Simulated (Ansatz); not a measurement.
# Li3B2: the cost of one run

Program: Ansatz 0.2.0. Level of theory: DFT PBE, scalar-relativistic, plane waves, PAW. These are calculated values, not measurements.

## Step 1: The structure to begin with

The structure is trigonal, space group P-3m1 (No. 164). The conventional cell has a = 3.447 Å, b = 3.447 Å, c = 5.499 Å, α = 90.00°, β = 90.00°, γ = 120.00°. Around Li (site symmetry 3m) lie 3 Li at 2.18 Å and 4 B at 2.28 to 2.43 Å. Li (site symmetry -3m) is surrounded by 6 B at 2.19 Å. B (site symmetry 3m) is surrounded by 7 Li at 2.19 to 2.43 Å.

Coordinates:

```cif
data_structure
_symmetry_space_group_name_H-M 'P-3m1'
_symmetry_Int_Tables_number 164
_cell_length_a 3.4471
_cell_length_b 3.4471
_cell_length_c 5.4991
_cell_angle_alpha 90.000
_cell_angle_beta 90.000
_cell_angle_gamma 120.000
_cell_volume 56.59
loop_
_atom_site_label
_atom_site_type_symbol
_atom_site_symmetry_multiplicity
_atom_site_Wyckoff_symbol
_atom_site_fract_x
_atom_site_fract_y
_atom_site_fract_z
_atom_site_occupancy
Li1 Li 2 d 0.33333 0.66667 0.58028 1
Li2 Li 1 a 0.00000 0.00000 0.00000 1
B1 B 2 d 0.33333 0.66667 0.16483 1
```

A structure generator made this guess: species swapped into a database cell of Mg2Sb3 (P-3m1, No. 164), with B on the Mg sites and Li on the Sb sites. Lengths come from tabulated atomic sizes and are only a guess.

## Step 2: A first look at the guess

input.yaml

```yaml
crystal:
  lattice:
    - [3.44714306, 0.0, 0.0]
    - [-1.72357153, 2.98531346, 0.0]
    - [0.0, 0.0, 5.49909068]
  atoms:
    - { symbol: Li, position: [0.33333333, 0.66666667, 0.580275] }
    - { symbol: Li, position: [0.66666667, 0.33333333, 0.419725] }
    - { symbol: Li, position: [0.0, 0.0, 0.0] }
    - { symbol: B, position: [0.33333333, 0.66666667, 0.16483299] }
    - { symbol: B, position: [0.66666667, 0.33333333, 0.83516701] }
basis:
  ecutwfc: 420
kpoints:
  mp_grid: { grid: [6, 6, 4] }
hamiltonian:
  xc: pbe
scf:
  occupations: { method: gaussian, width: 0.1 }
  lower_state_search: "off"
output:
  forces: true
  stress: true
  eigenvalues: true
```

On the command line:

```bash
$ ansatz run input.yaml --threads 1 --pin off --max-ram 2048MiB --backend cpu --events-out ev --progress --plain --runs-dir out
```

**Question.** How long does this run take on 1 thread of Arm Neoverse V2, shared host, and how much memory does it need?

About 1 s, with a peak of 0.36 GiB.
